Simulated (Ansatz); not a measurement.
# AlFH₃OSi radical: basis-set convergence

The task here is to estimate one member of a computed series from the others.

Method: one geometry, several basis sets; program: Ansatz 0.2.0, Gaussian basis.

The runs, in order: PBE0-D4/def2-SVP; ωB97M-V/def2-SVP; PBE0-D4/def2-QZVPP; ωB97M-V/def2-QZVPP; CCSD(T)/cc-pV(D+d)Z; CCSD(T)/cc-pV(T+d)Z; MP2/cc-pV(Q+d)Z; the functionals' def2-TZVPP values are taken from earlier runs.

1 further run of the same task is left out (it didn't finish).

### Structure used throughout

An earlier PBE0-D4 in a triple-zeta def2 set relaxation fixed the geometry.

SMILES `[F][Al][O][SiH3]`, 7 atoms, charge 0, spin multiplicity 2.

Atoms are counted from 1 here; the program's logs count them from 0.

Bond lengths: F1–Al2 1.651 Å, Al2–O3 1.676 Å, O3–Si4 1.630 Å, Si4–H5 1.487 Å, Si4–H6 1.486 Å, Si4–H7 1.486 Å. Angles: F1–Al2–O3 120.1°, Al2–O3–Si4 175.4°, O3–Si4–H5 110.1°, O3–Si4–H6 109.7°, O3–Si4–H7 109.9°, H5–Si4–H6 108.9°, H5–Si4–H7 109.0°, H6–Si4–H7 109.2°.

Set-up of the first run:

in.yaml

```yaml
crystal:
  periodic: [false, false, false]
  atoms:
    - {symbol: F, position_ang: [0.517817, -2.976024, 1.402842]}
    - {symbol: Al, position_ang: [-0.540554, -2.112020, 0.475728]}
    - {symbol: O, position_ang: [-0.204650, -0.519245, 0.077866]}
    - {symbol: Si, position_ang: [0.020510, 1.024909, -0.391391]}
    - {symbol: H, position_ang: [-0.686661, 1.276249, -1.674842]}
    - {symbol: H, position_ang: [-0.515380, 1.947202, 0.643295]}
    - {symbol: H, position_ang: [1.470218, 1.290830, -0.579099]}
basis:
  gaussian: {orbitals: def2-SVP}
magnetization: {spin_polarized: true, initial_magnetization: 1}
hamiltonian: {xc: pbe0, dispersion: d4}
output: {orbitals: {seedname: orbitals}}
```

On the command line:

```
$ ansatz run in.yaml --threads 2 --pin off --events-out ev --progress --plain --max-ram 32768MiB --backend cpu
```

Among the steps run: PBE0-D4 in def2-SVP; ωB97M-V in def2-SVP; PBE0-D4 in def2-QZVPP; ωB97M-V in def2-QZVPP.

One table of the session follows, with a row left open; its other results are not shown here.

It belongs to the step «Functionals by basis». 

```
functional       basis  HOMO (eV)  LUMO (eV)
   PBE0-D4    def2-SVP          ?          ?
   PBE0-D4  def2-TZVPP      -6.62      -2.99
   PBE0-D4  def2-QZVPP      -6.64      -3.01
   ωB97M-V    def2-SVP      -8.20      -1.57
   ωB97M-V  def2-TZVPP      -8.32      -1.55
   ωB97M-V  def2-QZVPP      -8.37      -1.61
```

Estimate the missing values for PBE0-D4, def2-SVP.

As computed: HOMO (eV): -6.50; LUMO (eV): -2.93. In the column «HOMO (eV)» it is the highest.
